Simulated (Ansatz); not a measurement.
# GeAsH3 (singlet): from Hartree-Fock to the top rungs, cc-pVDZ

An exercise on one series of results from a longer session: the logs are not shown, and one member is left open.

Method: cc-pVDZ, core rule «outside noble gas», up to 28 orbitals frozen; program: Ansatz 0.2.0, Gaussian basis.

To be run: UHF; CCSD(T) on RHF; CCSD(T) on UHF; BCCD(T) on RHF; CISD; CCSDT(Q) on RHF; CCSDT(Q) on UHF.

24 further runs of the same task are left out: 11 that didn't finish, 13 set aside as unsound or not needed.

## The geometry

The geometry is a PBE0/def2-TZVP stationary point (not a proven minimum) of the parent state, kept for this charge and spin. No spin-orbit coupling is included. The filled d shell of Ge, As may be among the frozen orbitals whatever the setting's name suggests; the logs give the count.

5 atoms, charge 0, spin multiplicity 1.

Atoms are counted from 1 here; the program's logs count them from 0.

Bond lengths: Ge1–As2 2.414 Å, Ge1–H3 1.557 Å, As2–H4 1.522 Å, As2–H5 1.522 Å. Angles: As2–Ge1–H3 114.2°, Ge1–As2–H4 97.6°, Ge1–As2–H5 97.6°, H4–As2–H5 92.8°.

Set-up of the first run:

Contents of in.yaml:

```yaml
crystal:
  periodic: [false, false, false]
  atoms:
    - {symbol: Ge, position_ang: [0.000000, 0.064628, 1.230152]}
    - {symbol: As, position_ang: [0.000000, -0.070415, -1.180173]}
    - {symbol: H, position_ang: [0.000000, -1.317769, 1.946080]}
    - {symbol: H, position_ang: [1.101747, 0.947133, -1.438211]}
    - {symbol: H, position_ang: [-1.101747, 0.947133, -1.438211]}
basis:
  gaussian: {orbitals: cc-pVDZ}
magnetization: {spin_polarized: true, initial_magnetization: 0}
hamiltonian: {xc: hf}
output: {orbitals: {seedname: orbitals}}
```

Started as:

```bash
$ ansatz run in.yaml --threads 1 --pin off --events-out ev --progress --plain --max-ram 2393MiB
```

Steps of the session up to this table: UHF; CCSD(T) on RHF; CCSD(T) on UHF; BCCD(T) on RHF; CISD; CCSDT(Q) on RHF; CCSDT(Q) on UHF.

One table of the session follows, with a row left open; its other results are not shown here.

| method | from RCCSDT(Q) (meV) |
| --- | --- |
| RHF | +6464.7 |
| UHF | +6224.1 |
| RMP2 | +1357.8 |
| UMP2 | ? |
| CISD | +814.7 |
| RCCSD | +215.0 |
| UCCSD | +232.3 |
| RCCSD(T) | +40.5 |
| UCCSD(T) | +59.2 |
| BCCD(T) | +39.9 |
| RCCSDT | +10.6 |
| UCCSDT | +16.1 |
| RCCSDT(Q) | 0 |
| UCCSDT(Q) | +4.0 |

Estimate the missing values for UMP2.

The run gave: from RCCSDT(Q) (meV): +1388.4. In the column «from RCCSDT(Q) (meV)» it lies between RMP2 (+1357.8) and UHF (+6224.1).

Caveats from the session: The determinant is far from a pure spin state, so its energy mixes those of several spin states (harmless only where they are near-degenerate, as at dissociation). Restricted and unrestricted rows rest on different reference determinants; where their highest levels disagree by more than a few hundredths of an eV, they describe different states and don't form one ladder.
